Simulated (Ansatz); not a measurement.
## AlBH₆OSi, SMILES OB[SiH2][AlH2]: harmonic frequencies at the relaxed geometry, step by step

With Ansatz 0.2.0 through its Python package.

Interactive session:
```pycon
>>> import ansatz as az
>>> import numpy as np
>>> geometry_ang = [
...     ("O", [-1.6705, 1.4747, -0.0958]),
...     ("B", [-0.2773, 1.5442, 0.095]),
...     ("Si", [0.8018, 0.1275, -0.6357]),
...     ("Al", [0.2318, -1.9195, 0.3136]),
...     ("H", [-2.0699, 1.0162, 0.6559]),
...     ("H", [0.2227, 2.4522, 0.6927]),
...     ("H", [2.2694, 0.3845, -0.2805]),
...     ("H", [0.7172, 0.0911, -2.0896]),
...     ("H", [1.1968, -2.7814, 1.2106]),
...     ("H", [-1.3389, -2.4407, 0.1368]),
... ]
>>> molecule = az.Crystal.molecule()
>>> for symbol, xyz in geometry_ang:
...     molecule = molecule.atom(symbol, xyz)
...
>>> job = (
...     molecule.calculation()
...     .basis(gaussian="def2-SVP")  # the orbital basis, by name
...     .functional("PBE")
... )
>>> symbols = [site.symbol for site in molecule.cartesian_sites]
>>> start = np.array([site.position_ang for site in molecule.cartesian_sites], dtype=float)
>>> summary = job.relax(force_tolerance=0.003).run(threads=1).report
>>> end = np.array(summary["positions_ang"])
>>> print("final positions (A) and the move of each atom")
final positions (A) and the move of each atom
>>> for symbol, xyz, old in zip(symbols, end, start):
...     print(f"{symbol:2s} {xyz[0]:10.5f} {xyz[1]:10.5f} {xyz[2]:10.5f}   {np.linalg.norm(xyz - old):7.4f}")
...
O    -1.60991    1.80210   -0.14929    0.3372
B    -0.37533    1.42638    0.28189    0.2417
Si    0.66145    0.02176   -0.75282    0.2112
Al    0.38467   -2.17142    0.33427    0.2954
H    -2.02501    2.46375    0.43588    1.4649
H     0.08644    1.89943    1.31465    0.8432
H     2.13641    0.35635   -0.68513    0.4269
H     0.26242   -0.05831   -2.20750    0.4930
H     1.01726   -2.43775    1.78667    0.6944
H    -0.45528   -3.35349   -0.35563    1.3625
>>> # same settings at the minimum
>>> minimum = az.Crystal.molecule()
>>> for symbol, place in zip(symbols, end):
...     minimum = minimum.atom(symbol, place.tolist())
...
>>> vibrating = minimum.calculation()
>>> vibrating = vibrating.basis(gaussian="def2-SVP")
>>> vibrating = vibrating.functional("PBE")
>>> vibrating = vibrating.phonons(temperatures=(298.15, 498.15, 100))
>>> vib = vibrating.run(threads=1).report["vibrations"]
>>> sums = vib["harmonic_sums"]
>>> modes = [m["omega_inv_cm"] for m in sums["modes_at_gamma"] if m["rigid_motion"] == "no"]
>>> print("frequencies (1/cm):", " ".join(f"{w:.0f}" for w in modes))
frequencies (1/cm): 36 57 108 237 312 366 439 480 558 575 634 661 755 851 891 958 1142 1325 1847 1860 2115 2136 2485 3698
>>> print("imaginary modes:", sum(w < 0 for w in modes), " zero-point energy:", round(sums["zero_point_energy_ev"], 4), "eV")
imaginary modes: 0  zero-point energy: 1.5204 eV
>>> print("T (K)   F_vib (eV)   S_vib (meV/K)   C_vib (meV/K)")
T (K)   F_vib (eV)   S_vib (meV/K)   C_vib (meV/K)
>>> for row in zip(sums["temperatures_k"], sums["vibrational_free_energy_ev"], vib["entropy_ev_per_k"], vib["heat_capacity_ev_per_k"]):
...     print(f"{row[0]:6.1f} {row[1]:11.4f} {1000 * row[2]:13.4f} {1000 * row[3]:15.4f}")
...
 298.1      1.3787        0.9400          0.8805
 398.1      1.2703        1.2236          1.0812
 498.1      1.1348        1.4832          1.2348
```

Reading the output:
- The settings weren't tested for convergence.
- The frequencies are harmonic and unscaled, in a modest basis. The result belongs to the one conformer reached from this start, and soft torsions count as harmonic oscillators.
- Wall time of the script: 3.8 min on 1 thread of Arm Neoverse V1 (shared host), peak memory 0.22 GiB.
